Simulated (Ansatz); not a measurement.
# C8H8O: taking an electron away

An exercise on one series of results from a longer session: the logs are not shown, and one member is left open.

Program: Ansatz 0.2.0, Gaussian basis. Level of theory: unrestricted cation, the program's frozen cores in correlated methods. These are calculated values, not measurements.

Plan: UKS PBE-D4/def2-TZVPP; UKS r2SCAN-D4/def2-TZVPP; UKS PBE0-D4/def2-TZVPP; UKS B3LYP-D4/def2-TZVPP; UKS wB97X-V/def2-TZVPP; UKS wB97M-V/def2-TZVPP; UKS B2PLYP/def2-TZVPP; UHF-CCSD(T)/def2-TZVPP; UHF-MP2/def2-QZVPP; extrapolation to the limit; then −ε(HOMO) from the neutral's earlier runs with LDA (SPW92), PBE-D4, revPBE-D4, BLYP-D4, r2SCAN-D4, B97M-V, PBE0-D4, B3LYP-D4, r2SCANh-D4, r2SCAN0-D4, HSE06-D4, BHLYP-D4, CAM-B3LYP-D4, LC-ωPBE, ωB97X-V, ωB97M-V.

### The relaxed structure

An earlier PBE0-D4 in a triple-zeta def2 set relaxation fixed the geometry.

SMILES `c1ccc2c(c1)CCO2`, 17 atoms, charge 0, spin multiplicity 1.

Atoms are counted from 1 here; the program's logs count them from 0.

Bond lengths: C1–C2 1.388 Å, C1–C6 1.392 Å, C1–H10 1.083 Å, C2–C3 1.391 Å, C2–H11 1.084 Å, C3–C4 1.381 Å, C3–H12 1.083 Å, C4–C5 1.389 Å, C4–O9 1.355 Å, C5–C6 1.380 Å, C5–C7 1.501 Å, C6–H13 1.085 Å, C7–C8 1.533 Å, C7–H14 1.095 Å, C7–H15 1.091 Å, C8–O9 1.437 Å, C8–H16 1.090 Å, C8–H17 1.095 Å. Angles: C2–C1–C6 120.3°, C2–C1–H10 119.8°, C6–C1–H10 119.9°, C1–C2–C3 121.3°, C1–C2–H11 119.5°, C3–C2–H11 119.1°, C2–C3–C4 117.3°, C2–C3–H12 121.8°, C4–C3–H12 120.9°, C3–C4–C5 122.2°, C3–C4–O9 124.6°, C5–C4–O9 113.2°, C4–C5–C6 119.9°, C4–C5–C7 107.7°, C6–C5–C7 132.4°, C1–C6–C5 119.0°, C1–C6–H13 120.3°, C5–C6–H13 120.7° and more.

Set-up of the first run:

in.yaml

```yaml
crystal:
  periodic: [false, false, false]
  atoms:
    - {symbol: C, position_ang: [1.634588, 0.656786, -1.487347]}
    - {symbol: C, position_ang: [2.244718, -0.344363, -0.743740]}
    - {symbol: C, position_ang: [1.560262, -1.016232, 0.263212]}
    - {symbol: C, position_ang: [0.248945, -0.647720, 0.493269]}
    - {symbol: C, position_ang: [-0.380763, 0.347152, -0.243326]}
    - {symbol: C, position_ang: [0.309218, 1.005185, -1.240776]}
    - {symbol: C, position_ang: [-1.802369, 0.434517, 0.229999]}
    - {symbol: C, position_ang: [-1.737120, -0.399276, 1.515226]}
    - {symbol: O, position_ang: [-0.554973, -1.210674, 1.427254]}
    - {symbol: H, position_ang: [2.191939, 1.168121, -2.262887]}
    - {symbol: H, position_ang: [3.277040, -0.606626, -0.945774]}
    - {symbol: H, position_ang: [2.029843, -1.795139, 0.850796]}
    - {symbol: H, position_ang: [-0.171101, 1.781871, -1.826253]}
    - {symbol: H, position_ang: [-2.485034, -0.004976, -0.504808]}
    - {symbol: H, position_ang: [-2.136922, 1.455201, 0.423290]}
    - {symbol: H, position_ang: [-2.587981, -1.065629, 1.654135]}
    - {symbol: H, position_ang: [-1.640310, 0.241781, 2.397750]}
basis:
  gaussian: {orbitals: def2-TZVPP}
total_charge: 1
magnetization: {spin_polarized: true, initial_magnetization: 1}
hamiltonian: {xc: pbe, dispersion: d4}
```

Started as:

```
$ ansatz run in.yaml --threads 2 --pin off --events-out ev --progress --plain --max-ram 32768MiB --backend cuda --devices 0, --max-vram 18GiB
```

Among the steps run: Cation, UKS PBE-D4/def2-TZVPP; Cation, UKS r2SCAN-D4/def2-TZVPP; Cation, UKS PBE0-D4/def2-TZVPP; Cation, UKS B3LYP-D4/def2-TZVPP; Cation, UKS wB97X-V/def2-TZVPP; Cation, UKS wB97M-V/def2-TZVPP; Cation, UKS B2PLYP (frozen core)/def2-TZVPP; Cation, UHF-CCSD(T)/def2-TZVPP; Cation, UHF-MP2/def2-QZVPP.

One table of the session follows, with a row left open; its other results are not shown here.

It belongs to the step «Ionisation energies side by side». Orbital estimates, from the neutral's runs:

| functional | −ε(HOMO) (eV) |
| --- | --- |
| LDA (SPW92) | 5.30 |
| PBE-D4 | 5.12 |
| revPBE-D4 | 5.05 |
| BLYP-D4 | ? |
| r2SCAN-D4 | 5.29 |
| B97M-V | 5.31 |
| PBE0-D4 | 6.17 |
| B3LYP-D4 | 5.97 |
| r2SCANh-D4 | 5.69 |
| r2SCAN0-D4 | 6.30 |
| HSE06-D4 | 5.78 |
| BHLYP-D4 | 7.07 |
| CAM-B3LYP-D4 | 7.39 |
| LC-ωPBE | 8.61 |
| ωB97X-V | 8.30 |
| ωB97M-V | 8.25 |

Estimate the missing values for BLYP-D4.

Worked estimate for «−ε(HOMO) (eV)». Against the share of exact exchange, B3LYP-D4 (0.2, 5.97), BHLYP-D4 (0.5, 7.07) give a slope of 3.67 per unit share; at 0 the line stands at 5.24.

**Answer.** −ε(HOMO) (eV): 4.97. In «−ε(HOMO) (eV)» the line misses by +0.27.
